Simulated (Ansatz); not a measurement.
# Ti3Si: the cost of one run

Program: Ansatz 0.2.0. Level of theory: DFT PBEsol, scalar-relativistic, plane waves, PAW. These are calculated values, not measurements.

## 1. The structure to begin with

The structure is cubic, space group Fm-3m (No. 225). Conventional cell: a = 6.289 Å, b = 6.289 Å, c = 6.289 Å, α = 90.00°, β = 90.00°, γ = 90.00°. Around Ti (site symmetry -43m) lie 4 Ti at 2.72 Å and 4 Si at 2.72 Å. Ti (site symmetry m-3m) is surrounded by 8 Ti at 2.72 Å. Around Si (site symmetry m-3m) lie 8 Ti at 2.72 Å.

Coordinates:

```xyz
4
Lattice="0.0000 3.1444 3.1444 3.1444 0.0000 3.1444 3.1444 3.1444 0.0000" Properties=species:S:1:pos:R:3 pbc="T T T"
Ti    4.7165    4.7165    4.7165
Ti    1.5722    1.5722    1.5722
Ti    0.0000    0.0000    0.0000
Si    3.1444    3.1444    3.1444
```

The structure comes from the Materials Project (structure only).

(A quick probe on a coarse mesh, which set the mesh and smearing, is not shown.)

## 3. The relaxation

File input.yaml:

```yaml
crystal:
  lattice:
    - [0.0, 3.144356, 3.144356]
    - [3.144356, 0.0, 3.144356]
    - [3.144356, 3.144356, 0.0]
  atoms:
    - { symbol: Ti, position: [0.75, 0.75, 0.75], spin: 0.19 }
    - { symbol: Ti, position: [0.25, 0.25, 0.25], spin: 0.19 }
    - { symbol: Ti, position: [0.0, 0.0, 0.0], spin: 0.88 }
    - { symbol: Si, position: [0.5, 0.5, 0.5] }
basis:
  ecutwfc: 420
kpoints:
  mp_grid: { grid: [12, 12, 12] }
hamiltonian:
  xc: pbesol
scf:
  occupations: { method: gaussian, width: 0.1 }
output:
  forces: true
  stress: true
  eigenvalues: true
  populations: true
magnetization:
  spin_polarized: true
relax:
  adjacent_minimum: "off"
  f_tol: 0.005
  max_steps: 80
  cell: { stress_tol: 0.05 }
```

Launch:

```bash
ansatz run input.yaml --threads 1 --pin off --max-ram 2560MiB --backend cpu --events-out ev --progress --plain --runs-dir out
```

Q: Estimate wall time and peak memory on 1 thread of Intel Xeon Platinum 8488C (Sapphire Rapids), shared host.

About 58 s, with a peak of 0.53 GiB.
